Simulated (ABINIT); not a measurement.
Cd2S:

```
Cd S
1.0
     3.96267    0.00000    0.00000
    -1.98134    3.43177    0.00000
     0.00000    0.00000    5.80919
Cd S
2 1
Direct
  0.33333 0.66667 0.93272
  0.66667 0.33333 0.57873
  0.33333 0.66667 0.36571
```

The cell comes from a database or a generator and needn't be the stable form of this composition.

```yaml
Program: ABINIT 10.8.3 (patched build)
Task: single point
Functional: PBEsol
Potentials_or_basis: JTH PAW PBE v2.0
Cutoff: 599 eV
k_mesh: 8 × 8 × 5
Occupations: fermi-dirac, width 0.05 eV
Spin: no spin polarisation
```

On this cell: pressure -3.0 GPa; largest force 0.135 eV/Å; band gap on the k mesh 0.23 eV, indirect (least direct gap 0.56 eV).

The same run follows on a disturbed copy (atoms moved at random, drawn with an rms of 0.05 Å):

```
Cd S
1.0
     3.96267    0.00000    0.00000
    -1.98134    3.43177    0.00000
     0.00000    0.00000    5.80919
Cd S
2 1
Cartesian
  -0.0135 2.2609 5.4264
  2.0175 1.2042 3.3235
  -0.0381 2.2548 2.0836
```

What does the disturbed cell give?

The energy moves by +10.6 meV/atom; pressure -2.6 GPa; largest force 0.511 eV/Å; band gap on the k mesh 0.14 eV, indirect (least direct gap 0.46 eV).

Forces in eV/Å, atoms in the order of the input:
```
Cd   0.008 -0.001 -0.265
Cd  -0.329 -0.298  0.004
S    0.321  0.299  0.261
```

Stress tensor (GPa, compression positive):
```
-2.02  0.64 -0.58
 0.64 -3.29 -0.55
-0.58 -0.55 -2.41
```

Caveats: the PAW data sets were made with another functional, which shifts forces and pressure a little; an odd mesh through Γ misses points on the zone boundary, where band edges often lie.
